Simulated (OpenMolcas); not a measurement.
# Tc³⁺ among point charges: CASSCF and CASPT2 levels and susceptibility, part 2 of 2

How does a field of 6 point charges split the states of Tc³⁺, and what χT follows?

OpenMolcas 26.06; ANO-RCC-VTZP, DKH2, active space 4 electrons in 5 orbitals (4d), orbitals: per spin and parity. Surroundings: 6 point charges of -1.7 e arranged as a tetragonal octahedron (D4h), 1.97 Å from the ion, with the axial distance 2.344 Å. The steps go on from the part before.

## (7) CASPT2: IPEA 0.25, imaginary shift 0.1 (closed shells correlated: 4s 4p)

Contents of a.inp:

```
>>> COPY JOB001 $Project.JobIph
&CASPT2
Multistate=5 1 2 3 4 5
NoMult
Frozen=8 6
IPEA=0.25
Imaginary=0.1
MaxIter=60
WThr=0.0 0.3 0.05
PrWF=0.5
NoMix
>>> COPY JOB002 $Project.JobIph
&CASPT2
Multistate=45 1 2 3 4 5 6 7 8 9 10 11 12 13 14 15 16 17 18 19 20 21 22
23 24 25 26 27 28 29 30 31 32 33 34 35 36 37 38 39 40 41 42 43 44 45
NoMult
Frozen=8 6
IPEA=0.25
Imaginary=0.1
MaxIter=60
WThr=0.0 0.3 0.05
PrWF=0.5
NoMix
>>> COPY JOB003 $Project.JobIph
&CASPT2
Multistate=50 1 2 3 4 5 6 7 8 9 10 11 12 13 14 15 16 17 18 19 20 21 22
23 24 25 26 27 28 29 30 31 32 33 34 35 36 37 38 39 40 41 42 43 44 45 46
47 48 49 50
NoMult
Frozen=8 6
IPEA=0.25
Imaginary=0.1
MaxIter=60
WThr=0.0 0.3 0.05
PrWF=0.5
NoMix
```

The log of the run:

```text
Orbital specifications:
      -----------------------

      Symmetry species                           1   2
                                                ag  au
      Frozen orbitals                            8   6
      Inactive orbitals                          1   3
      Active orbitals                            5   0
      Secondary orbitals                        22  23
      Deleted orbitals                           0   0
      Number of basis functions                 36  32
Type of calculation                        SS-CASPT2
      Fock operator                              state-specific
      IPEA shift                                 0.25
      Real shift                                 0.00
      Imaginary shift                            0.10
      The input orbitals will be transformed to quasi-canonical
Reference energy:       -4288.5339342042
      E2 (Non-variational):      -0.3286840471
      Shift correction:          -0.0001351088
      E2 (Variational):          -0.3288191558
      Total energy:           -4288.8627533600
      Residual norm:              0.0000004082
      Reference weight:           0.94363
      Contributions to the CASPT2 correlation energy
      Active & Virtual Only:         -0.0393723303
      One Inactive Excited:          -0.1599015641
      Two Inactive Excited:          -0.1294101527
Reference energy:       -4288.4896143927
      E2 (Non-variational):      -0.3284431746
      Shift correction:          -0.0001262553
      E2 (Variational):          -0.3285694300
      Total energy:           -4288.8181838227
      Residual norm:              0.0000006993
      Reference weight:           0.94424
      Contributions to the CASPT2 correlation energy
      Active & Virtual Only:         -0.0389727570
      One Inactive Excited:          -0.1608856079
      Two Inactive Excited:          -0.1285848098
::    CASPT2 Root  1     Total energy:  -4288.86275336
::    CASPT2 Root  2     Total energy:  -4288.81818382
::    CASPT2 Root  3     Total energy:  -4288.81783399
::    CASPT2 Root  4     Total energy:  -4288.79733229
::    CASPT2 Root  5     Total energy:  -4288.79733229
Orbital specifications:
      -----------------------

      Symmetry species                           1   2
                                                ag  au
      Frozen orbitals                            8   6
      Inactive orbitals                          1   3
      Active orbitals                            5   0
      Secondary orbitals                        22  23
      Deleted orbitals                           0   0
      Number of basis functions                 36  32
Type of calculation                        SS-CASPT2
      Fock operator                              state-specific
      IPEA shift                                 0.25
      Real shift                                 0.00
      Imaginary shift                            0.10
      The input orbitals will be transformed to quasi-canonical
Reference energy:       -4288.4650363293
      E2 (Non-variational):      -0.3357818609
      Shift correction:          -0.0001739051
      E2 (Variational):          -0.3359557659
      Total energy:           -4288.8009920953
      Residual norm:              0.0000001462
      Reference weight:           0.94083
      Contributions to the CASPT2 correlation energy
      Active & Virtual Only:         -0.0464611557
      One Inactive Excited:          -0.1586134347
      Two Inactive Excited:          -0.1307072706
Reference energy:       -4288.4650363292
      E2 (Non-variational):      -0.3357819043
      Shift correction:          -0.0001739056
      E2 (Variational):          -0.3359558099
      Total energy:           -4288.8009921391
      Residual norm:              0.0000001462
      Reference weight:           0.94083
      Contributions to the CASPT2 correlation energy
      Active & Virtual Only:         -0.0464611986
      One Inactive Excited:          -0.1586134352
      Two Inactive Excited:          -0.1307072705
::    CASPT2 Root  1     Total energy:  -4288.80099210
::    CASPT2 Root  2     Total energy:  -4288.80099214
::    CASPT2 Root  3     Total energy:  -4288.79107673
::    CASPT2 Root  4     Total energy:  -4288.78720900
::    CASPT2 Root  5     Total energy:  -4288.78090977
::    CASPT2 Root  6     Total energy:  -4288.77973189
::    CASPT2 Root  7     Total energy:  -4288.77751080
::    CASPT2 Root  8     Total energy:  -4288.77751081
::    CASPT2 Root  9     Total energy:  -4288.77453045
::    CASPT2 Root 10     Total energy:  -4288.76499129
::    CASPT2 Root 11     Total energy:  -4288.76499131
::    CASPT2 Root 12     Total energy:  -4288.76282287
::    CASPT2 Root 13     Total energy:  -4288.75075434
::    CASPT2 Root 14     Total energy:  -4288.75075439
::    CASPT2 Root 15     Total energy:  -4288.74626485
::    CASPT2 Root 16     Total energy:  -4288.74533450
::    CASPT2 Root 17     Total energy:  -4288.74404027
::    CASPT2 Root 18     Total energy:  -4288.74260153
::    CASPT2 Root 19     Total energy:  -4288.74260154
::    CASPT2 Root 20     Total energy:  -4288.73990307
::    CASPT2 Root 21     Total energy:  -4288.73486514
::    CASPT2 Root 22     Total energy:  -4288.72496171
::    CASPT2 Root 23     Total energy:  -4288.72496172
::    CASPT2 Root 24     Total energy:  -4288.72314274
::    CASPT2 Root 25     Total energy:  -4288.72237732
::    CASPT2 Root 26     Total energy:  -4288.71777396
::    CASPT2 Root 27     Total energy:  -4288.71777398
::    CASPT2 Root 28     Total energy:  -4288.71974734
::    CASPT2 Root 29     Total energy:  -4288.71004211
::    CASPT2 Root 30     Total energy:  -4288.70685843
Orbital specifications:
      -----------------------

      Symmetry species                           1   2
                                                ag  au
      Frozen orbitals                            8   6
      Inactive orbitals                          1   3
      Active orbitals                            5   0
      Secondary orbitals                        22  23
      Deleted orbitals                           0   0
      Number of basis functions                 36  32
Type of calculation                        SS-CASPT2
      Fock operator                              state-specific
      IPEA shift                                 0.25
      Real shift                                 0.00
      Imaginary shift                            0.10
      The input orbitals will be transformed to quasi-canonical
Reference energy:       -4288.4283740220
      E2 (Non-variational):      -0.3406048785
      Shift correction:          -0.0001651452
      E2 (Variational):          -0.3407700237
      Total energy:           -4288.7691440457
      Residual norm:              0.0000005218
      Reference weight:           0.93982
      Contributions to the CASPT2 correlation energy
      Active & Virtual Only:         -0.0487668193
      One Inactive Excited:          -0.1625013341
      Two Inactive Excited:          -0.1293367250
Reference energy:       -4288.4253211716
      E2 (Non-variational):      -0.3406120591
      Shift correction:          -0.0001472081
      E2 (Variational):          -0.3407592672
      Total energy:           -4288.7660804388
      Residual norm:              0.0000009495
      Reference weight:           0.93974
      Contributions to the CASPT2 correlation energy
      Active & Virtual Only:         -0.0471386012
      One Inactive Excited:          -0.1639145413
      Two Inactive Excited:          -0.1295589166
::    CASPT2 Root  1     Total energy:  -4288.76914405
::    CASPT2 Root  2     Total energy:  -4288.76608044
::    CASPT2 Root  3     Total energy:  -4288.76608041
::    CASPT2 Root  4     Total energy:  -4288.75849265
::    CASPT2 Root  5     Total energy:  -4288.75183026
::    CASPT2 Root  6     Total energy:  -4288.75299347
::    CASPT2 Root  7     Total energy:  -4288.74644630
::    CASPT2 Root  8     Total energy:  -4288.74644630
::    CASPT2 Root  9     Total energy:  -4288.74237840
::    CASPT2 Root 10     Total energy:  -4288.73576135
::    CASPT2 Root 11     Total energy:  -4288.73030028
::    CASPT2 Root 12     Total energy:  -4288.73030028
::    CASPT2 Root 13     Total energy:  -4288.72726809
::    CASPT2 Root 14     Total energy:  -4288.71485651
::    CASPT2 Root 15     Total energy:  -4288.71766716
::    CASPT2 Root 16     Total energy:  -4288.71438107
::    CASPT2 Root 17     Total energy:  -4288.70620080
::    CASPT2 Root 18     Total energy:  -4288.70194826
::    CASPT2 Root 19     Total energy:  -4288.70194823
::    CASPT2 Root 20     Total energy:  -4288.69418875
::    CASPT2 Root 21     Total energy:  -4288.69561834
::    CASPT2 Root 22     Total energy:  -4288.69561828
::    CASPT2 Root 23     Total energy:  -4288.69689349
::    CASPT2 Root 24     Total energy:  -4288.68858604
::    CASPT2 Root 25     Total energy:  -4288.68559719
::    CASPT2 Root 26     Total energy:  -4288.68559720
::    CASPT2 Root 27     Total energy:  -4288.68087567
::    CASPT2 Root 28     Total energy:  -4288.68044723
::    CASPT2 Root 29     Total energy:  -4288.66720065
::    CASPT2 Root 30     Total energy:  -4288.66720066
```

This run took 17 s in all on 1 thread of Arm Neoverse V1, shared host.

SS-CASPT2: lowest energy less the reference's lowest, -0.3288 hartree; reference weights 0.925 to 0.944.

States without spin-orbit coupling:

| state | degeneracy | E (cm-1) | free-ion L (%) |
| --- | --- | --- | --- |
| 5B1 | 1 | 0 | D (100) |
| 5B2 | 1 | 9782 | D (100) |
| 5A1 | 1 | 9859 | D (100) |
| 3E | 2 | 13555 | H (48) |
| 5E | 2 | 14358 | D (100) |
| 3A2 | 1 | 15731 | H (73) |
| 3B1 | 1 | 16580 | H (75) |
| 3A1 | 1 | 17963 | H (50) |
| 3A2 | 1 | 18221 | P (46) |
| 3E | 2 | 18709 | F (43) |
| 3B1 | 1 | 19363 | F (57) |
| 1A1 | 1 | 20545 | I (69) |
| 1E | 2 | 21217 | I (57) |
| 3E | 2 | 21456 | H (51) |
| 3B2 | 1 | 21932 | F (57) |
| 1B1 | 1 | 22883 | I (85) |
| 1A1 | 1 | 24090 | G (41) |
| 1B2 | 1 | 24345 | G (71) |
| 3E | 2 | 24581 | F (35) |
| 1E | 2 | 25526 | G (49) |
| 3A2 | 1 | 25566 | H (70) |
| 3A1 | 1 | 25770 | G (50) |
| 3B2 | 1 | 26055 | H (54) |
| 3E | 2 | 26370 | H (52) |

With spin-orbit coupling:

| E (cm-1) | Degeneracy | Label | 2S+1 | g |
| --- | --- | --- | --- | --- |
| 0 | 1 | A1 | 5 |  |
| 5 | 1 | A2 | 5 |  |
| 130 | 2 | E | 5 | 0.00 0.00 3.57 |
| 170 | 1 | B1 | 5 |  |
| 9520 | 1 | A1 | 5 |  |
| 9630 | 2 | E | 5 | 0.00 0.00 2.79 |
| 9770 | 1 | B2 | 5 |  |
| 9900 | 2 | E | 5 | 0.00 0.00 3.26 |
| 9910 | 1 | B1 | 5 |  |
| 9950 | 1 | A2 | 5 |  |
| 9970 | 1 | B2 | 5 |  |
| 9980 | 1 | A1 | 5 |  |
| 13120 | 1 | A1 | 3 |  |
| 13410 | 1 | A2 | 3 |  |
| 13660 | 2 | E | 3 | 0.00 0.00 1.88 |
| 13960 | 1 | B2 | 3 |  |
| 14000 | 2 | E | 5 | 0.00 0.00 5.43 |
| 14080 | 1 | B1 | 3 |  |
| 14210 | 1 | A2 | 5 |  |
| 14220 | 1 | A1 | 5 |  |
| 14440 | 2 | E | 5 | 0.00 0.00 2.05 |
| 14660 | 1 | B1 | 5 |  |
| 14700 | 1 | B2 | 5 |  |
| 14880 | 2 | E | 5 | 0.00 0.00 9.79 |

Powder χT (cm³ K/mol): 0.87 at 2 K, 1.43 at 5 K, 1.64 at 10 K, 1.80 at 20 K, 2.11 at 50 K, 2.41 at 100 K, 2.55 at 150 K, 2.61 at 200 K, 2.65 at 250 K, 2.68 at 300 K.

## (8) The methods side by side

A. CASSCF
B. SS-CASPT2, IPEA 0.25, imaginary shift 0.1 (closed shells correlated: 4s 4p)

```csv
method,ground state,first state of that spin (cm-1),first gap with spin-orbit (cm-1),χT at 300 K
A,5B1,5B2 9727,3.5,2.69
B,5B1,5B2 9782,4.9,2.68
```

## (9) Summary of results

This closing draws on all 2 parts.

```
                                            quantity                                                                        value
                                              method  SS-CASPT2, IPEA 0.25, imaginary shift 0.1 (closed shells correlated: 4s 4p)
                              spin-free ground state                                              5B1, 1-fold in its orbital part
first state of the same spin within the active space                                                             5B2 at 9780 cm⁻¹
                                        lowest level                                                                    1-fold A1
                                          next level                                                                     4.9 cm⁻¹
                                         χT at 300 K                                                               2.68 cm³ K/mol
                           effective moment at 300 K                                                                      4.63 μB
```

Cost by method:

```csv
method,time of its own steps,time with the reference
A. CASSCF,37 s,37 s
"B. SS-CASPT2, IPEA 0.25, imaginary shift 0.1, +4s 4p",17 s,54 s
```

Times are of one thread on a shared host.

In words: The spin-free ground state (5B1) comes to 100 % from free-ion D terms and keeps the highest spin of the shell. χT at 300 K is 2.68, against 3.01 cm³ K/mol for the spin alone, so spin-orbit coupling lowers it. An active space of the d shell alone favours high spin; real ions in strong fields can be low spin. The field of point charges can differ much from that of real complexes. With metal d orbitals alone active, the gaps between spin states are rough; where two lie within a few thousand cm-1, their order is open. Point charges carry no covalency, so the field is a model and not that of real ligands.
